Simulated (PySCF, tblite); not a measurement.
# C₈H₁₁FO: geometry, infrared bands and NMR shifts

Aim: predict the infrared bands and NMR shifts of C₈H₁₁FO (`C=C[C@@](F)(C#CC)COC`).

Programs: tblite 0.8.0 and PySCF 2.14.0, with density-fitted response routines of our own. Each step states its level of theory. These are calculated values for one molecule in the gas phase, unless marked as measured. Atoms are numbered from 0 throughout.

## (1) The starting structure

21 atoms, charge 0, multiplicity 1; geometry from: force field or distance geometry start.

Bonds of the start (Å): C0–C1 1.33, C1–C2 1.51, C2–F3 1.38, C2–C4 1.47, C4–C5 1.20, C5–C6 1.47, C2–C7 1.54, C7–O8 1.44, O8–C9 1.42, C0–H10 1.09, C0–H11 1.09, C1–H12 1.11, C6–H13 1.09, C6–H14 1.09, C6–H15 1.10, C7–H16 1.10, C7–H17 1.10, C9–H18 1.09, C9–H19 1.09, C9–H20 1.09.

## (2) Optimising the geometry with GFN2-xTB

The job: settings as JSON, then the geometry in Å.

```
{"job": {"kind": "relax", "xc": "GFN2-xTB", "basis": "xTB"}, "charge": 0, "multiplicity": 1}
C     -0.963600     2.991100    -0.035600
C     -0.674100     1.731500     0.275700
C     -0.149900     0.672300    -0.671400
F     -0.075900     1.203700    -1.948100
C      1.208900     0.281000    -0.278700
C      2.321700    -0.037000     0.022700
C      3.685800    -0.418100     0.402900
C     -1.092900    -0.541500    -0.751100
O     -1.313100    -1.167500     0.523400
C     -2.175300    -2.297200     0.419800
H     -0.859700     3.361200    -1.051700
H     -1.337700     3.684600     0.718900
H     -0.802800     1.402500     1.326000
H      3.996000     0.090200     1.320900
H      4.395300    -0.153900    -0.379600
H      3.746500    -1.498100     0.594500
H     -0.676000    -1.284400    -1.443000
H     -2.067100    -0.235500    -1.168300
H     -2.305300    -2.718700     1.419400
H     -3.145700    -2.000400     0.033000
H     -1.724200    -3.049000    -0.226700
```

The run is started by

```bash
$ OMP_NUM_THREADS=1 python probes_run.py task.json out
```

This one command runs all jobs of the session in turn.

**Question.** This job is followed by: GFN2-xTB harmonic vibrations, gas phase; GIAO PBE0/pcSseg-1 NMR shielding, non-relativistic, gas phase. Predict these results of the whole session: strongest single infrared mode (GFN2-xTB); zero-point energy (GFN2-xTB); 13C shifts against TMS (PBE0/pcSseg-1); 1H shifts against TMS (PBE0/pcSseg-1, means over atoms taken as alike); 19F shifts against CFCl3 (PBE0/pcSseg-1); 17O shifts against H2O (PBE0/pcSseg-1).

The runs gave:

```
                                                              quantity                                                value
                             strongest single infrared mode (GFN2-xTB)                                  955 cm⁻¹, 86 km/mol
                                          zero-point energy (GFN2-xTB)                                       103.8 kcal/mol
                                13C shifts against TMS (PBE0/pcSseg-1)  146.6, 117.8, 93.4, 91.4, 84.1, 83.8, 61.5, 4.8 ppm
1H shifts against TMS (PBE0/pcSseg-1, means over atoms taken as alike)         6.41, 5.75, 5.46, 3.66, 3.56, 3.39, 2.05 ppm
                              19F shifts against CFCl3 (PBE0/pcSseg-1)                                           -190.1 ppm
                                17O shifts against H2O (PBE0/pcSseg-1)                                             21.1 ppm
```

**Reading.** Relaxing lowered the energy by 0.122 eV in 57 steps; the close pair that moved most is C7–O8, from 1.437 to 1.403 Å. The lowest mode is slightly imaginary (9i cm⁻¹), a soft motion within the noise of the Hessian, so the minimum is not strictly shown. The strongest single mode, at 955 cm⁻¹, has its largest shares on C2, F3 and H11 (the list is cut at 3 atoms). GFN2-xTB is a fitted tight-binding method: band positions and strengths are rough. Its intensities can rank the bands wrongly. C1 (alkene CH) lies farthest downfield among carbon, at 146.6 ppm; as expected for a trigonal carbon in a double bond. The most deshielded hydrogen is H12 (hydrogen on an alkene CH), at 6.41 ppm: olefinic region. At PBE0/pcSseg-1: The widest tensor belongs to C4: span 269 ppm, with a paramagnetic part of -163 ppm.
